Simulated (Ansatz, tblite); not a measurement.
**Mo(NH)2F2 (F2H2MoN2): one state, many levels**

Aim: run the singlet of Mo(NH)2F2 (F2H2MoN2) at one geometry on many levels, and compare frontier levels, spin and run time.

The runs use Ansatz 0.2.0, Gaussian basis; as each input shows.

The runs, in order: GFN1-xTB, GFN2-xTB, PBE-D4/def2-TZVP, r2SCAN-D4/def2-TZVP, B3LYP-D4/def2-TZVP, BLYP-D4/def2-TZVP, BHLYP-D4/def2-TZVP, r2SCAN0-D4/def2-TZVP, B2PLYP/def2-TZVP, HF/def2-TZVP, HSE06-D4/def2-TZVP, PBE-D4/def2-SVP, PBE0-D4/def2-SVP, PBE0-D4/def2-TZVPD, PBE-D4/def2-TZVPD, r2SCAN-D4/def2-TZVPD, CCSD(T)/def2-TZVPP, MP2/def2-TZVP, RPA/def2-TZVP.

### Step 1. The relaxed structure

The geometry is that of the singlet, from an earlier relaxation (PBE-D4/def2-SVP).

7 atoms, charge 0, spin multiplicity 1.

Bond lengths: Mo1–N2 1.734 Å, Mo1–N4 1.734 Å, Mo1–F6 1.870 Å, Mo1–F7 1.870 Å, N2–H3 1.027 Å, N4–H5 1.027 Å. Angles: N2–Mo1–N4 108.8°, N2–Mo1–F6 107.8°, N2–Mo1–F7 107.8°, N4–Mo1–F6 107.8°, N4–Mo1–F7 107.8°, F6–Mo1–F7 116.6°, Mo1–N2–H3 154.8°, Mo1–N4–H5 154.7°.

As a file:

```xyz
7
F2H2MoN2
Mo   -0.45392    0.01565   -0.31483
N    -0.42688    0.01269    1.41900
H     0.02509   -0.00373    2.34117
N     1.17804   -0.03833   -0.89869
H     2.19962   -0.07301   -0.79802
F    -1.20767    1.63365   -0.87243
F    -1.31428   -1.54692   -0.87620
```

Formally the metal is d0. Mo takes a core potential in the def2 sets. No spin-orbit coupling is included.

PBE0-D4/def2-TZVP was run before; its log isn't repeated, and its numbers join the tables.

### Step 2. GFN1-xTB

Tight binding, by tblite at 300 K electronic temperature and without a spin-polarisation term:

```python
tblite.interface.Calculator('GFN1-xTB', numbers, positions, charge=0, uhf=0).singlepoint()
```

Energy -542.2360 eV, HOMO -11.84 eV, LUMO -8.23 eV; 0.007 s.

### Step 3. GFN2-xTB

Tight binding, by tblite at 300 K electronic temperature and without a spin-polarisation term:

```python
tblite.interface.Calculator('GFN2-xTB', numbers, positions, charge=0, uhf=0).singlepoint()
```

Energy -503.0285 eV, HOMO -11.22 eV, LUMO -8.52 eV; 0.005 s.

### Step 4. PBE-D4/def2-TZVP

start.molden holds the orbitals of an earlier run on this state, given as this run's starting guess.

File in.yaml:

```yaml
crystal:
  periodic: [false, false, false]
  atoms:
    - {symbol: Mo, position_ang: [-0.453920, 0.015648, -0.314834]}
    - {symbol: N, position_ang: [-0.426876, 0.012694, 1.418996]}
    - {symbol: H, position_ang: [0.025094, -0.003729, 2.341168]}
    - {symbol: N, position_ang: [1.178036, -0.038330, -0.898691]}
    - {symbol: H, position_ang: [2.199619, -0.073009, -0.798025]}
    - {symbol: F, position_ang: [-1.207672, 1.633648, -0.872426]}
    - {symbol: F, position_ang: [-1.314281, -1.546923, -0.876199]}
basis:
  gaussian: {orbitals: def2-TZVP, initial_orbitals: start.molden}
hamiltonian: {xc: pbe, dispersion: d4}
scf: {omitted_lower_state_checks: [starts]}
output: {orbitals: {seedname: orbitals}}
```

The run is started by

```sh
> ansatz run in.yaml --threads 4 --pin off --events-out ev --progress --plain --max-ram 3916MiB
```

The runs that follow: r2SCAN-D4/def2-TZVP; B3LYP-D4/def2-TZVP; BLYP-D4/def2-TZVP; BHLYP-D4/def2-TZVP; r2SCAN0-D4/def2-TZVP; B2PLYP/def2-TZVP; HF/def2-TZVP; HSE06-D4/def2-TZVP; PBE-D4/def2-SVP; PBE0-D4/def2-SVP; PBE0-D4/def2-TZVPD; PBE-D4/def2-TZVPD; r2SCAN-D4/def2-TZVPD; CCSD(T)/def2-TZVPP; MP2/def2-TZVP; RPA/def2-TZVP.

**Question.** What will the summary of the whole plan be? Wanted: gap in def2-TZVP, named functionals and Hartree-Fock, smallest and largest; correlation energy, CCSD(T)/def2-TZVPP; correlation energy, MP2/def2-TZVP; binding an atom, functionals in def2-TZVP; PBE0 total energy, smallest basis above largest.

The runs gave:

```
                                                                  quantity                                value
gap in def2-TZVP, named functionals and Hartree-Fock, smallest and largest     3.99 eV (BLYP-D4), 12.82 eV (HF)
                                    correlation energy, CCSD(T)/def2-TZVPP                            -42.08 eV
                                         correlation energy, MP2/def2-TZVP                            -39.91 eV
                                 binding an atom, functionals in def2-TZVP  3.53 (BHLYP-D4) to 4.26 eV (PBE-D4)
                           PBE0 total energy, smallest basis above largest      10.87 eV (def2-SVP, def2-TZVPD)
```

In words: Over the named functionals and Hartree-Fock in def2-TZVP the gap runs from 3.99 eV (BLYP-D4) to 12.82 eV (HF); exact exchange widens it. Notes on CCSD(T)/def2-TZVPP and its Hartree-Fock reference, which MP2 shares: restricted state is unstable towards broken spin symmetry.
